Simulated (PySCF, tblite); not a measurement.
**C6H10P2S: geometry, infrared bands and NMR shifts**

What infrared bands and NMR shifts should C6H10P2S (`CP(CP)c1ccsc1`) show?

Programs: tblite 0.8.0 and PySCF 2.14.0, with density-fitted response routines of our own. Each step states its level of theory. These are calculated values for one molecule in the gas phase, unless marked as measured. Atoms count from 0, in the outputs and in this text.

## (1) The molecule as given

19 atoms, charge 0, multiplicity 1; geometry from: force field or distance geometry start.

Bonds of the start (Å): C0–P1 1.86, P1–C2 1.81, C2–P3 1.88, P1–C4 1.83, C4–C5 1.37, C5–C6 1.38, C6–S7 1.66, S7–C8 1.79, C8–C4 1.37, C0–H9 1.09, C0–H10 1.13, C0–H11 1.13, C2–H12 1.08, C2–H13 1.13, P3–H14 1.48, P3–H15 1.44, C5–H16 1.08, C6–H17 1.09, C8–H18 1.09.

## (2) Relaxing the molecule with GFN2-xTB

Job settings and geometry (Å):

```
{"job": {"kind": "relax", "xc": "GFN2-xTB", "basis": "xTB"}, "charge": 0, "multiplicity": 1}
C     -0.957700    -1.971700     1.115200
P     -0.713300    -0.180400     0.670500
C     -1.748200     0.221100    -0.761900
P     -2.675400     1.813900    -0.407600
C      1.064400     0.218000     0.457900
C      1.866100    -0.427000    -0.445600
C      3.160400     0.049600    -0.443500
S      3.446800     1.276100     0.632100
C      1.734900     1.196400     1.153300
H     -0.266900    -2.352800     1.872100
H     -0.934400    -2.549400     0.147100
H     -2.034400    -2.073000     1.456600
H     -1.260500     0.274000    -1.724300
H     -2.528500    -0.591200    -0.861300
H     -3.212600     1.780500     0.971200
H     -1.846900     2.983300    -0.584900
H      1.545100    -1.229500    -1.093200
H      3.999400    -0.293700    -1.049300
H      1.352000     1.864900     1.918400
```

Command:

```console
$ OMP_NUM_THREADS=1 python probes_run.py task.json out
```

This one command runs all jobs of the session in turn.

**Question.** This job is followed by: GFN2-xTB harmonic vibrations, gas phase; GIAO PBE0/pcSseg-1 NMR shielding, non-relativistic, gas phase. Predict these results of the whole session: strongest single infrared mode (GFN2-xTB); zero-point energy (GFN2-xTB); 13C shifts against TMS (PBE0/pcSseg-1); 1H shifts against TMS (PBE0/pcSseg-1, means over atoms taken as alike); 31P shifts against H3PO4 (PBE0/pcSseg-1); 33S shifts against CS2 (PBE0/pcSseg-1).

The runs gave:

| quantity | value |
| --- | --- |
| strongest single infrared mode (GFN2-xTB) | 2321 cm⁻¹, 144 km/mol |
| zero-point energy (GFN2-xTB) | 86.1 kcal/mol |
| 13C shifts against TMS (PBE0/pcSseg-1) | 145.0, 144.5, 136.7, 129.6, 21.7, 19.5 ppm |
| 1H shifts against TMS (PBE0/pcSseg-1, means over atoms taken as alike) | 7.60, 7.40, 7.37, 2.32, 1.48, 1.22 ppm |
| 31P shifts against H3PO4 (PBE0/pcSseg-1) | -56.9, -179.3 ppm |
| 33S shifts against CS2 (PBE0/pcSseg-1) | 236 ppm |

In words: The optimisation took 100 steps and gained 2.015 eV; among the close pairs (by a distance rule), P3–H14 changed most, from 1.480 to 1.394 Å. All 51 modes are real, so the xTB geometry is a minimum. The strongest single mode, at 2321 cm⁻¹, moves mainly H14 and H15. GFN2-xTB is a fitted tight-binding method: band positions and strengths are rough. Its intensities can rank the bands wrongly. At PBE0/pcSseg-1: Shielding is most anisotropic at S7 (span 267 ppm, paramagnetic term -789 ppm). NICS(1)zz of -27 ppm above the planar ring from C4 marks a diatropic (aromatic) ring current.
